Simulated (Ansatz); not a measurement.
# H₄O₂SiZn: how energies converge with the basis set

Aim: see how fast density functionals converge with the basis set for H₄O₂SiZn.

Program: Ansatz 0.2.0, Gaussian basis. Level of theory: one geometry, several basis sets. These are calculated values, not measurements.

Plan: PBE0-D4/def2-SVP; ωB97M-V/def2-SVP; PBE0-D4/def2-QZVPP; ωB97M-V/def2-QZVPP; the functionals' def2-TZVPP values are taken from earlier runs.

**1. The geometry**

All runs share one geometry, relaxed beforehand with PBE0-D4 in a triple-zeta def2 set.

SMILES `[OH][Zn][O][SiH3]`, 8 atoms, charge 0, spin multiplicity 1.

Atoms are counted from 1 here; the program's logs count them from 0.

Bond lengths: O1–Zn2 1.762 Å, O1–H5 0.959 Å, Zn2–O3 1.755 Å, O3–Si4 1.623 Å, Si4–H6 1.487 Å, Si4–H7 1.492 Å, Si4–H8 1.492 Å. Angles: Zn2–O1–H5 115.1°, O1–Zn2–O3 174.2°, Zn2–O3–Si4 142.9°, O3–Si4–H6 109.2°, O3–Si4–H7 111.7°, O3–Si4–H8 111.4°, H6–Si4–H7 108.5°, H6–Si4–H8 108.4°, H7–Si4–H8 107.4°.

**2. PBE0-D4 in def2-SVP**

File in.yaml:

```yaml
crystal:
  periodic: [false, false, false]
  atoms:
    - {symbol: O, position_ang: [0.888625, 2.399323, -2.014302]}
    - {symbol: Zn, position_ang: [0.536245, 1.249397, -0.726569]}
    - {symbol: O, position_ang: [0.164025, 0.244974, 0.663004]}
    - {symbol: Si, position_ang: [-0.555054, -1.142010, 1.103113]}
    - {symbol: H, position_ang: [1.325606, 2.028161, -2.782851]}
    - {symbol: H, position_ang: [-0.536935, -1.254440, 2.585608]}
    - {symbol: H, position_ang: [-1.972309, -1.198808, 0.640064]}
    - {symbol: H, position_ang: [0.149796, -2.326577, 0.531932]}
basis:
  gaussian: {orbitals: def2-SVP}
hamiltonian: {xc: pbe0, dispersion: d4}
output: {orbitals: {seedname: orbitals}}
```

Started as:

```
$ ansatz run in.yaml --threads 4 --pin off --events-out ev --progress --plain --max-ram 10444MiB
```

The runs that follow: ωB97M-V in def2-SVP; PBE0-D4 in def2-QZVPP; ωB97M-V in def2-QZVPP.

Q: Predict the results of all the runs planned. Wanted: PBE0-D4: double and triple zeta above quadruple; ωB97M-V: double and triple zeta above quadruple.

**Answer**, as computed:

| quantity | value |
| --- | --- |
| PBE0-D4: double and triple zeta above quadruple | 17.03, 1.79 eV |
| ωB97M-V: double and triple zeta above quadruple | 17.10, 1.71 eV |

PBE0-D4 gains 15.24 eV from double to triple zeta, then 1.79 eV more. These are total energies; as a rule much of such shifts cancels in differences, which this series doesn't test.
